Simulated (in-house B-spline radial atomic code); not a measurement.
# In¹⁰⁺: density, ELF and screening along the radius

How do the shells of In¹⁰⁺ show in real space, and how much do the settings move them?

Program: in-house B-spline radial atomic code version 1. Level of theory: several methods, spin-polarised, as named in each step; spherical all-electron atom at the radial basis limit. These are calculated values, not measurements, unless marked.

## 1. What is computed

```
element       : indium (Z = 49)
charge        : +10
electrons     : 39
configuration : [Kr] 4d3
nucleus       : point (non-relativistic runs) or finite (X2C runs)
```

Outer shells as boxes (Hund's rule):

[Kr] 4d3
```
[Kr] core
4d [↑ ][↑ ][↑ ][  ][  ]
```

Where spins are not typed, each open shell is filled with up spins first.

## 2. LDA (VWN5), X2C

The run's settings:

```ini
Z = 49
electrons = 39.0
configuration = [Kr] 4d3
hamiltonian = x2c
method = lda,vwn
spin_polarised = True
nucleus = fermi
rms_radius = 4.6156
mass_number = 115
atomic_mass = 114.903878772
speed_of_light = 137.035999084
```

Launch:

```console
python run_scf.py task.json out
```

One command runs all members of the session, one after another, from task.json.

Main fields of the result record, rounded:

```text
{
  "status": "converged",
  "scf [iteration, energy, orbital gradient]": [
    [1, -5831.33107129, 0.919],
    [2, -5841.00440459, 0.474],
    [3, -5843.53399279, 0.108],
    [4, -5843.71429768, 0.0312],
    [5, -5843.72526093, 0.015],
    [6, -5843.72822314, 0.00128],
    [7, -5843.72823714, 2.41e-05],
    [8, -5843.72823714, 6.37e-07],
    [9, -5843.72823714, 3.49e-08]
  ],
  "energy [hartree]": {"total": -5843.72823714, "kinetic": 6141.15972164, "nuclear": -13905.9957805, "coulomb": 2069.54454716, "xc": -148.436725455},
  "orbitals [hartree, bohr; first row names the columns]": [
    ["name", "occ", "eps", "<r>", "<r^2>", "<1/r>", "r_max"],
    ["1s up", 1.0, -1024.1481, 0.029175, 0.0011619, 54.062, 0.018562],
    ["1s down", 1.0, -1024.1472, 0.029175, 0.0011619, 54.062, 0.018562],
    ["2s up", 1.0, -159.71993, 0.12815, 0.019422, 12.24, 0.10866],
    ["2s down", 1.0, -159.68145, 0.12814, 0.01942, 12.242, 0.10865],
    ["2p up", 3.0, -144.29313, 0.11194, 0.015314, 11.426, 0.086652],
    ["2p down", 3.0, -144.26252, 0.11193, 0.015311, 11.427, 0.086644],
    ["3s up", 1.0, -36.107395, 0.34827, 0.13882, 4.2795, 0.31569],
    ["3s down", 1.0, -36.080569, 0.34813, 0.13869, 4.2804, 0.31572],
    ["3p up", 3.0, -31.046014, 0.34635, 0.13931, 4.0097, 0.30857],
    ["3p down", 3.0, -31.017026, 0.34617, 0.13913, 4.0108, 0.3086],
    ["3d up", 5.0, -23.151657, 0.32292, 0.12383, 3.7686, 0.25702],
    ["3d down", 5.0, -23.113732, 0.32274, 0.12363, 3.7694, 0.25713],
    ["4s up", 1.0, -11.099741, 0.80701, 0.73281, 1.7484, 0.75365],
    ["4s down", 1.0, -10.965458, 0.80652, 0.73226, 1.7507, 0.75246],
    ["4p up", 3.0, -9.4792504, 0.85248, 0.82245, 1.608, 0.78895],
    ["4p down", 3.0, -9.3442649, 0.85254, 0.82306, 1.6089, 0.78778],
    ["4d up", 3.0, -7.0218963, 0.94076, 1.0142, 1.4001, 0.84901]
  ],
  "sum_r [bohr^k]": {"-1": 288.8283, "1": 16.53939, "2": 11.92726},
  "radius_at_0.001 [bohr]": 2.163,
  "radius_enclosing_fraction [bohr]": {"0.5": 0.3143, "0.9": 0.9598, "0.99": 1.486},
  "slater [hartree]": {
    "F0(4p up,4p up)": 1.0527,
    "F2(4p up,4p up)": 0.55588,
    "F0(4p up,4p down)": 1.0527,
    "F2(4p up,4p down)": 0.55559,
    "F0(4p up,4d up)": 0.99967,
    "F2(4p up,4d up)": 0.51664,
    "G1(4p up,4d up)": 0.65656,
    "G3(4p up,4d up)": 0.41174,
    "F0(4p down,4p down)": 1.0527,
    "F2(4p down,4p down)": 0.5553,
    "F0(4p down,4d up)": 0.99965,
    "F2(4p down,4d up)": 0.51633,
    "F0(4d up,4d up)": 0.95514,
    "F2(4d up,4d up)": 0.49242,
    "F4(4d up,4d up)": 0.33144
  }
}
```

Run time: 0.13 s. Hardware: 1 thread, shared host.

radius_at_0.001 is where the density falls to 0.001 electrons per bohr³.

The record's radial tables, every 2nd point:

| r (bohr) | 4πr²n (1/bohr) | ELF | screened charge r·V (e) | reduced gradient s | 4πr²(n↑−n↓) |
| --- | --- | --- | --- | --- | --- |
| 0.00406 | 17.28 | 0.9992 | 47.85 | 0.5991 | -0.0003731 |
| 0.00595 | 28.00 | 0.9986 | 47.33 | 0.5660 | -0.0006004 |
| 0.00873 | 41.93 | 0.9968 | 46.60 | 0.5678 | -0.0008918 |
| 0.0128 | 55.84 | 0.9895 | 45.60 | 0.6055 | -0.001182 |
| 0.0188 | 63.38 | 0.9473 | 44.26 | 0.6787 | -0.001328 |
| 0.0275 | 59.99 | 0.7022 | 42.51 | 0.7402 | -0.0007468 |
| 0.0403 | 54.16 | 0.3303 | 40.23 | 0.5843 | 0.005168 |
| 0.0592 | 63.99 | 0.4644 | 37.28 | 0.2984 | 0.04424 |
| 0.0867 | 79.89 | 0.7503 | 33.66 | 0.3608 | 0.2151 |
| 0.127 | 67.67 | 0.5773 | 29.55 | 0.5379 | 0.6748 |
| 0.187 | 54.37 | 0.3242 | 24.96 | 0.2991 | 1.214 |
| 0.274 | 65.19 | 0.7279 | 20.23 | 0.2914 | 0.8081 |
| 0.401 | 40.43 | 0.6247 | 16.29 | 0.6627 | -0.01334 |
| 0.588 | 18.12 | 0.2269 | 13.34 | 0.4214 | 1.918 |
| 0.862 | 16.66 | 0.7969 | 11.09 | 0.4986 | 4.009 |
| 1.26 | 5.174 | 0.5678 | 10.14 | 1.417 | 1.895 |
| 1.85 | 0.3160 | 0.03387 | 10.01 | 5.248 | 0.1828 |
| 2.72 | 0.002485 | 0.00008 | 10.00 | 35.40 | 0.002047 |

## 3. PBE, X2C

Changes to the settings of step 2:

```diff
@@ -4,3 +4,3 @@
 hamiltonian = x2c
-method = lda,vwn
+method = pbe,pbe
 spin_polarised = True
```

Main fields:

```text
{
  "status": "converged",
  "iterations": 9,
  "energy [hartree]": {"total": -5849.22464349, "kinetic": 6149.07915168, "nuclear": -13914.3946301, "coulomb": 2070.09892105, "xc": -154.008086132},
  "orbitals [hartree, bohr; first row names the columns]": [
    ["name", "occ", "eps", "<r>"],
    ["1s up", 1.0, -1025.4356, 0.029145],
    ["1s down", 1.0, -1025.4357, 0.029145],
    ["2s up", 1.0, -159.87609, 0.12802],
    ["2s down", 1.0, -159.83683, 0.12801],
    ["2p up", 3.0, -144.33456, 0.11189],
    ["2p down", 3.0, -144.30467, 0.11188],
    ["3s up", 1.0, -36.154917, 0.34764],
    ["3s down", 1.0, -36.135861, 0.34755],
    ["3p up", 3.0, -31.057965, 0.34591],
    ["3p down", 3.0, -31.035965, 0.34578],
    ["3d up", 5.0, -23.138152, 0.32272],
    ["3d down", 5.0, -23.103507, 0.32261],
    ["4s up", 1.0, -11.113511, 0.80724],
    ["4s down", 1.0, -10.964627, 0.80638],
    ["4p up", 3.0, -9.4866736, 0.85272],
    ["4p down", 3.0, -9.3360245, 0.8526],
    ["4d up", 3.0, -7.0216734, 0.94113]
  ],
  "sum_r [bohr^k]": {"-1": 289.0151, "1": 16.53556, "2": 11.92096}
}
```

Run time: 0.13 s. Hardware: 1 thread, shared host.

Fields along the radius, from the same record (one point in 4):

| r (bohr) | 4πr²n (1/bohr) | ELF | screened charge r·V (e) | reduced gradient s | 4πr²(n↑−n↓) |
| --- | --- | --- | --- | --- | --- |
| 0.00406 | 17.34 | 0.9992 | 47.84 | 0.5994 | -0.0004291 |
| 0.00873 | 42.02 | 0.9968 | 46.60 | 0.5681 | -0.001021 |
| 0.0188 | 63.44 | 0.9473 | 44.25 | 0.6793 | -0.001498 |
| 0.0403 | 54.13 | 0.3295 | 40.23 | 0.5844 | 0.004798 |
| 0.0868 | 79.98 | 0.7512 | 33.64 | 0.3614 | 0.2140 |
| 0.187 | 54.30 | 0.3235 | 24.96 | 0.2982 | 1.211 |
| 0.401 | 40.42 | 0.6251 | 16.29 | 0.6651 | -0.02062 |
| 0.863 | 16.70 | 0.7985 | 11.09 | 0.4992 | 4.035 |
| 1.85 | 0.3165 | 0.03369 | 10.01 | 5.211 | 0.1830 |

## 4. Hartree-Fock, X2C

Changes to the settings of step 3:

```diff
@@ -4,3 +4,3 @@
 hamiltonian = x2c
-method = pbe,pbe
+method = hf
 spin_polarised = True
```

Main fields:

```text
{
  "status": "converged",
  "iterations": 9,
  "energy [hartree]": {"total": -5847.47753254, "kinetic": 6148.50547872, "nuclear": -13913.5104492, "coulomb": 2069.11370114, "exact_exchange": -151.586263168},
  "orbitals [hartree, bohr; first row names the columns]": [
    ["name", "occ", "eps", "<r>"],
    ["1s up", 1.0, -1039.3159, 0.029136],
    ["1s down", 1.0, -1039.3154, 0.029136],
    ["2s up", 1.0, -165.29226, 0.12781],
    ["2s down", 1.0, -165.21806, 0.12779],
    ["2p up", 3.0, -148.93935, 0.11193],
    ["2p down", 3.0, -148.86579, 0.11189],
    ["3s up", 1.0, -38.634166, 0.34571],
    ["3s down", 1.0, -38.599776, 0.3455],
    ["3p up", 3.0, -33.136914, 0.34424],
    ["3p down", 3.0, -33.095135, 0.34396],
    ["3d up", 5.0, -24.607202, 0.32206],
    ["3d down", 5.0, -24.514098, 0.32224],
    ["4s up", 1.0, -12.024043, 0.80995],
    ["4s down", 1.0, -11.718484, 0.80896],
    ["4p up", 3.0, -10.155287, 0.85522],
    ["4p down", 3.0, -9.7839463, 0.85636],
    ["4d up", 3.0, -7.432061, 0.94389]
  ],
  "sum_r [bohr^k]": {"-1": 288.9921, "1": 16.54796, "2": 11.94696}
}
```

It took 0.19 s on 1 thread, shared host.

Fields along the radius, from the same record (one point in 4):

| r (bohr) | 4πr²n (1/bohr) | ELF | screened charge r·V (e) | reduced gradient s | 4πr²(n↑−n↓) |
| --- | --- | --- | --- | --- | --- |
| 0.00406 | 17.32 | 0.9993 | 47.84 | 0.5984 | -0.0004961 |
| 0.00874 | 42.06 | 0.9968 | 46.60 | 0.5674 | -0.001166 |
| 0.0188 | 63.48 | 0.9478 | 44.25 | 0.6792 | -0.001558 |
| 0.0404 | 54.07 | 0.3271 | 40.22 | 0.5828 | 0.005400 |
| 0.0869 | 80.07 | 0.7530 | 33.63 | 0.3617 | 0.2139 |
| 0.187 | 54.20 | 0.3210 | 24.96 | 0.2968 | 1.213 |
| 0.402 | 40.20 | 0.6237 | 16.27 | 0.6713 | -0.04604 |
| 0.865 | 16.65 | 0.8019 | 11.08 | 0.4987 | 4.045 |
| 1.86 | 0.2993 | 0.03138 | 10.01 | 5.386 | 0.1729 |

## 5. SCAN, X2C

Changes to the settings of step 4:

```diff
@@ -4,3 +4,3 @@
 hamiltonian = x2c
-method = hf
+method = scan,scan
 spin_polarised = True
```

Main fields:

```text
{
  "status": "converged",
  "iterations": 8,
  "energy [hartree]": {"total": -5850.04791172, "kinetic": 6149.68409625, "nuclear": -13915.0459375, "coulomb": 2070.17727874, "xc": -154.863349243},
  "orbitals [hartree, bohr; first row names the columns]": [
    ["name", "occ", "eps", "<r>"],
    ["1s up", 1.0, -1027.3423, 0.029149],
    ["1s down", 1.0, -1027.3413, 0.029149],
    ["2s up", 1.0, -160.75519, 0.12794],
    ["2s down", 1.0, -160.71185, 0.12792],
    ["2p up", 3.0, -144.99463, 0.11191],
    ["2p down", 3.0, -144.95929, 0.11189],
    ["3s up", 1.0, -36.570435, 0.34679],
    ["3s down", 1.0, -36.552408, 0.34677],
    ["3p up", 3.0, -31.355355, 0.34542],
    ["3p down", 3.0, -31.331736, 0.34534],
    ["3d up", 5.0, -23.28663, 0.32274],
    ["3d down", 5.0, -23.244009, 0.32266],
    ["4s up", 1.0, -11.250612, 0.80881],
    ["4s down", 1.0, -11.05607, 0.80781],
    ["4p up", 3.0, -9.5774549, 0.85357],
    ["4p down", 3.0, -9.3800166, 0.85279],
    ["4d up", 3.0, -7.0347183, 0.94002]
  ],
  "sum_r [bohr^k]": {"-1": 289.0257, "1": 16.53421, "2": 11.91378}
}
```

It took 0.2 s on 1 thread, shared host.

Meta-GGA runs start from a PBE run whose iterations are not counted.

The record's radial tables, every 4th point:

| r (bohr) | 4πr²n (1/bohr) | ELF | screened charge r·V (e) | reduced gradient s | 4πr²(n↑−n↓) |
| --- | --- | --- | --- | --- | --- |
| 0.00406 | 17.33 | 0.9992 | 47.84 | 0.5987 | -0.0004103 |
| 0.00872 | 41.98 | 0.9968 | 46.60 | 0.5677 | -0.0009801 |
| 0.0188 | 63.47 | 0.9472 | 44.25 | 0.6792 | -0.001535 |
| 0.0403 | 54.12 | 0.3294 | 40.23 | 0.5842 | 0.004409 |
| 0.0867 | 80.02 | 0.7519 | 33.66 | 0.3606 | 0.2143 |
| 0.186 | 54.18 | 0.3205 | 25.03 | 0.3040 | 1.210 |
| 0.401 | 40.41 | 0.6256 | 16.29 | 0.6674 | -0.03169 |
| 0.862 | 16.76 | 0.8002 | 11.09 | 0.4956 | 4.057 |
| 1.85 | 0.3074 | 0.03252 | 10.01 | 5.332 | 0.1782 |

## 6. M06-L, X2C

Changes to the settings of step 5:

```diff
@@ -4,3 +4,3 @@
 hamiltonian = x2c
-method = scan,scan
+method = m06l
 spin_polarised = True
```

Main fields:

```text
{
  "status": "converged",
  "warnings": ["states collapsed into the nucleus by a negative tau potential were left out of the aufbau"],
  "iterations": 34,
  "energy [hartree]": {"total": -5849.57164301, "kinetic": 6149.07532707, "nuclear": -13914.4390138, "coulomb": 2070.21589336, "xc": -154.423849602},
  "orbitals [hartree, bohr; first row names the columns]": [
    ["name", "occ", "eps", "<r>"],
    ["1s up", 1.0, -1027.1792, 0.029148],
    ["1s down", 1.0, -1027.1785, 0.029148],
    ["2s up", 1.0, -160.84277, 0.12787],
    ["2s down", 1.0, -160.79351, 0.12785],
    ["2p up", 3.0, -145.01072, 0.11191],
    ["2p down", 3.0, -144.97286, 0.11189],
    ["3s up", 1.0, -36.644814, 0.34616],
    ["3s down", 1.0, -36.623776, 0.34616],
    ["3p up", 3.0, -31.394369, 0.345],
    ["3p down", 3.0, -31.368897, 0.34494],
    ["3d up", 5.0, -23.299288, 0.32257],
    ["3d down", 5.0, -23.255739, 0.3225],
    ["4s up", 1.0, -11.272143, 0.80814],
    ["4s down", 1.0, -11.059075, 0.808],
    ["4p up", 3.0, -9.5903387, 0.85259],
    ["4p down", 3.0, -9.3807857, 0.85443],
    ["4d up", 3.0, -7.0389974, 0.93837]
  ],
  "sum_r [bohr^k]": {"-1": 289.0154, "1": 16.52523, "2": 11.88588}
}
```

It took 0.52 s on 1 thread, shared host.

Fields along the radius, from the same record (one point in 4):

| r (bohr) | 4πr²n (1/bohr) | ELF | screened charge r·V (e) | reduced gradient s | 4πr²(n↑−n↓) |
| --- | --- | --- | --- | --- | --- |
| 0.00406 | 17.34 | 0.9992 | 47.84 | 0.5991 | -0.0002757 |
| 0.00872 | 41.98 | 0.9968 | 46.60 | 0.5684 | -0.0006364 |
| 0.0187 | 63.47 | 0.9490 | 44.27 | 0.6775 | -0.0006940 |
| 0.0403 | 54.06 | 0.3285 | 40.23 | 0.5853 | 0.007583 |
| 0.0866 | 80.04 | 0.7520 | 33.67 | 0.3592 | 0.2160 |
| 0.186 | 54.04 | 0.3180 | 25.03 | 0.3024 | 1.207 |
| 0.400 | 40.73 | 0.6309 | 16.31 | 0.6671 | -0.04489 |
| 0.861 | 16.89 | 0.8022 | 11.09 | 0.4912 | 4.112 |
| 1.85 | 0.2811 | 0.02780 | 10.00 | 5.695 | 0.1587 |

## 7. The runs side by side

| run | total energy (hartree) | highest level (eV) | radius holding 50 / 90 / 99 % (bohr) | radius at n = 0.001 (bohr) | ELF minima on the full grid (bohr) |
| --- | --- | --- | --- | --- | --- |
| LDA (VWN5), X2C | -5843.7282 | -191.08 | 0.314 / 0.960 / 1.49 | 2.16 | 0.049, 0.19, 0.59 |
| PBE, X2C | -5849.2246 | -191.07 | 0.314 / 0.959 / 1.49 | 2.17 | 0.049, 0.19, 0.59 |
| Hartree-Fock, X2C | -5847.4775 | -202.24 | 0.314 / 0.962 / 1.49 | 2.16 | 0.040, 0.19, 0.59 |
| SCAN, X2C | -5850.0479 | -191.42 | 0.314 / 0.960 / 1.48 | 2.16 | 0.049, 0.19, 0.59 |
| M06-L, X2C | -5849.5716 | -191.54 | 0.314 / 0.959 / 1.48 | 2.14 | 0.049, 0.19, 0.59 |

**Reading.** In the first run ELF has 3 minima on the grid, which mark the borders between shells. On the record's full grid the screened charge (r times the electrostatic potential) falls from 48.9 near the nucleus to 10.00 at 3.3 bohr; far out it tends to the net charge, 10. The grid is coarse (about 21 % a step), so the places of minima are rough. For X2C runs ELF uses the non-relativistic kinetic energy density, and the fields carry no picture-change correction.
